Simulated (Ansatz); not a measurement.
Consider a convergence test of the plane-wave cutoff of ZrOs₃, space group Pm-3m (the Python package of Ansatz (0.2.0)).

`zros3.py`:
```python
"""Cutoff test for ZrOs3."""

from dataclasses import dataclass
import logging
import sys
import warnings

import ansatz as az

logging.basicConfig(stream=sys.stdout, format="[%(levelname)s] %(message)s")
log = logging.getLogger("ansatz_job")
log.setLevel(logging.INFO)


@dataclass
class Options:
    mesh: tuple[int, ...] = (5, 5, 5)
    occupations: str = "fermi_dirac"
    sigma: float = 0.15


opts = Options()


def main() -> None:
    warnings.simplefilter("ignore", az.DeckWarning)

    zros3 = (
        az.Lattice.cubic(3.99659)
        .space_group(221)
        .atom("Zr", (0.0, 0.0, 0.0))
        .atom("Os", (0.5, 0.5, 0.0))
    )

    calculation = (
        zros3.calculation()
        .kpoints(mesh=opts.mesh)
        .occupations(opts.occupations, width=opts.sigma)
        .stress()
    )

    rows = []
    for value in [250, 300, 350, 400, 450]:
        data = calculation.basis(value).run().report
        rows.append((value, data["free_energy_ev"] / len(data["lattice"]["sites"]), data["n_iterations"], sum(data["stress_gpa"][i][i] for i in range(3)) / 3, data["n_pw"]))

    log.info(" cutoff (eV)   F/atom (eV)    iterations       P (GPa)   plane waves")
    for row in rows:
        log.info(f"{str(row[0]):>12s}  {row[1]:12.5f}  {row[2]:12d}  {row[3]:12.3f}  {row[4]:12d}")

    # the last row is the reference
    for row in rows[:-1]:
        shift = 1000 * (row[1] - rows[-1][1])
        log.info(f"{row[0]}: {shift:+.2f} meV/atom" + ("  (within 5 meV)" if abs(shift) < 5 else ""))


if __name__ == "__main__":
    main()
```

From which cutoff on is the energy per atom within 5 meV of the last row, and how does it get there?

From 400 eV on it stays within 5 meV an atom of the value at 450 eV; the first row (250 eV) is off by 877.4 meV and the last but one by 1.21 meV. The energy falls steadily, as expected when plane waves are added. The pressure moves from -2.00 to -1.75 GPa (the program's stress holds a Pulay correction, so it settles early).

What the script printed:

Output of `python zros3.py`:
```text
[INFO]  cutoff (eV)   F/atom (eV)    iterations       P (GPa)   plane waves
[INFO]          250   -9583.55074             6        -2.004           587
[INFO]          300   -9584.31822             6        -2.186           739
[INFO]          350   -9584.42002             6        -1.743           949
[INFO]          400   -9584.42692             6        -1.730          1189
[INFO]          450   -9584.42813             6        -1.753          1357
[INFO] 250: +877.40 meV/atom
[INFO] 300: +109.92 meV/atom
[INFO] 350: +8.12 meV/atom
[INFO] 400: +1.21 meV/atom  (within 5 meV)
```

For a metal this k-point mesh is coarse: on a finer one energies can move by several to tens of meV an atom and pressures by half a GPa or more, differences at one mesh by less. The smearing is wide enough that free energy and stress hold a thermal part of the electrons. Pressure is positive in compression. Spin-orbit coupling, which matters for elements this heavy, is left out. No functional is typed, so the default, PBE, holds. This cell is a computed structure, which may not be the phase found in nature. Shifts are counted from the last row, which is itself no proven limit. The script silences the warnings on its input, which a real study should read. It ran for 6 s on 1 thread of Arm Neoverse V1, on a shared host, peak memory 0.38 GiB.

(Lines on the test bed's own set-up are left out of the output.)
